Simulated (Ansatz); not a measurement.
Write a Python script for the Python package of Ansatz (0.2.0) that makes a comparison of enthalpies under pressure of two structures of Li. Settings (first run): PBEsol, PAW, cutoff 550 eV, 16×16×9 k-points, Fermi-Dirac smearing of 0.1 eV.

The script, `li.py`:
```python
'''Enthalpies of two structures of Li under pressure.'''

import warnings

import ansatz as az
import numpy as np


def hcp(first, a):
    return (
        az.Lattice.from_parameters(a, a, 1.633 * a, alpha=90, beta=90, gamma=120)
        .space_group(194)
        .atom(first, (1 / 3, 2 / 3, 0.25))
    )


def diamond(a_site, a):
    return az.Crystal.diamond(a_site, a=a)


def solve(name, crystal, pressure=0.0):
    calc = (
        crystal.calculation()
        .scf(tolerance=1e-09)
        .functional('pbesol')
        .basis(550)
        .kpoints(spacing=0.15)
        .occupations('fermi_dirac', width=0.1)
    )
    calc = calc.relax(force_tolerance=0.02, max_steps=60, cell=True, pressure=pressure)
    return calc.run()


def volume_per_atom(outcome):
    return abs(np.linalg.det(outcome.lattice.cell_ang)) / len(outcome.lattice.sites)

warnings.simplefilter('ignore', az.DeckWarning)

phases = {}
phases['hcp'] = hcp('Li', 3.13)
phases['diamond'] = diamond('Li', 6.08)

# H = E + PV, with 1 eV per cubic angstrom equal to 160.2 GPa
pressures = [0, 20, 40, 60]
enthalpy, volume = {name: [] for name in phases}, {name: [] for name in phases}
for p in pressures:
    for name, crystal in phases.items():
        o = solve(name, crystal, pressure=p)
        volume[name].append(volume_per_atom(o))
        enthalpy[name].append(o.report['energy_sigma0_ev'] / len(o.lattice.sites) + p * volume[name][-1] / 160.21766)
gap = np.array(enthalpy['diamond']) - np.array(enthalpy['hcp'])
rows = [(p, va, vb, 1000 * d) for p, va, vb, d in zip(pressures, volume['hcp'], volume['diamond'], gap)]
print('   P (GPa)  V hcp (A^3/atom)  V diamond (A^3/atom)  H(diamond) - H(hcp) (meV/atom)')
for row in rows:
    print(f'{row[0]:10d}  {row[1]:16.3f}  {row[2]:20.3f}  {row[3]:+30.1f}')
crossings = [p0 - g0 * (p1 - p0) / (g1 - g0) for p0, p1, g0, g1 in zip(pressures, pressures[1:], gap, gap[1:]) if g0 * g1 < 0]
print('crossing near', [round(float(p), 1) for p in crossings], 'GPa') if crossings else print('no crossing in this range')
```

`python li.py` gives:
```text
   P (GPa)  V hcp (A^3/atom)  V diamond (A^3/atom)  H(diamond) - H(hcp) (meV/atom)
         0            20.223                25.626                          +519.5
        20            11.452                10.741                          +542.9
        40             9.207                 8.321                          +439.6
        60             7.990                 7.090                          +327.3
no crossing in this range
```

Reading the output:
- At a fixed pressure a relaxation lowers the enthalpy F + PV, while F alone can rise.
- The program warned that this SCF threshold is loose for forces or stresses.
- These metals are very soft, so angles and axial ratios aren't settled by this mesh and stress tolerance.
- Only these two structures are compared, at zero temperature and with their symmetry kept; either may be hypothetical, and another phase may be lower than both. Differences under 10 to 15 meV an atom lie within the error of mesh and functional.
- The cells are prototypes set up for this calculation and needn't exist.
- The script silences the warnings on its input, which a real study should read.
- Finished in 2.7 min on 1 thread of Arm Neoverse V2, with other jobs on the host, peak memory 0.47 GiB.
